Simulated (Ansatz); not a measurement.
# NiS: the cost of one run

Program: Ansatz 0.2.0. Level of theory: DFT r2SCAN, PAW, plane waves, scalar-relativistic. These are calculated values, not measurements.

## (1) The starting structure

The structure is hexagonal, space group P6_3/mmc (No. 194). Conventional cell: a = 3.425 Å, b = 3.425 Å, c = 5.340 Å, α = 90.00°, β = 90.00°, γ = 120.00°. Ni (site symmetry -3m) is surrounded by 6 S at 2.39 Å and 2 Ni at 2.67 Å. S (site symmetry -6m2) is surrounded by 6 Ni at 2.39 Å.

As a file:

```
CELL_PARAMETERS angstrom
3.42500 0.00000 0.00000
-1.71250 2.96614 0.00000
0.00000 0.00000 5.34000
ATOMIC_POSITIONS crystal
Ni 0.00000 0.00000 0.00000
Ni 0.00000 0.00000 0.50000
S 0.33333 0.66667 0.25000
S 0.66667 0.33333 0.75000
```

Labels such as S4 number the atoms in the order of the input file.

Known so far: 8 plain starts ended in 3 states. The lowest came from “opposed moments +-, plain SCF [Ni1 2.00, Ni2 -2.00 μB]”: antiferromagnetic, site moments Ni1 1.17, Ni2 -1.17 μB, total 0.00 μB per cell, a gap of 0.67 eV on the k-mesh, free energy -13504.1327 eV.

Runs to come: parallel moments, default search for lower states; opposed moments +-, default search for lower states; the moments typed in its input, symmetry off, plain SCF; the moments typed in its input, standard search for lower states.

“Plain SCF” means no search for lower states. The default search lets the program follow hints of a lower state (another filling of open shells, a soft direction), where it sees any. The standard and full searches may also try other magnetic orders and fillings, and need not reach the lowest state. With a search on, the program may also reshape the start on open shells. Ends within 0.2 meV/atom and 0.1 μB count as one state.

The total moment includes the space between the atomic spheres.

## (2) Parallel moments, default search for lower states

input.yaml

```yaml
crystal:
  lattice:
    - [3.4250013, 0.0, 0.0]
    - [-1.71250065, 2.96613813, 0.0]
    - [0.0, 0.0, 5.34]
  atoms:
    - { symbol: Ni, position: [0.0, 0.0, 0.0], spin: 2.0 }
    - { symbol: Ni, position: [0.0, 0.0, 0.5], spin: 2.0 }
    - { symbol: S, position: [0.33333333, 0.66666667, 0.25] }
    - { symbol: S, position: [0.66666667, 0.33333333, 0.75] }
magnetization:
  spin_polarized: true
hamiltonian:
  xc: r2scan
  pseudopotentials: { kind: paw }
basis:
  ecutwfc: 500
kpoints:
  mp_grid: { grid: [8, 8, 4] }
scf:
  occupations: { method: gaussian, width: 0.1 }
output:
  forces: true
  stress: true
```

What time and memory should one allow on 2 threads of an x86-64 CPU, shared host?

About 41 s, with a peak of 0.78 GiB.
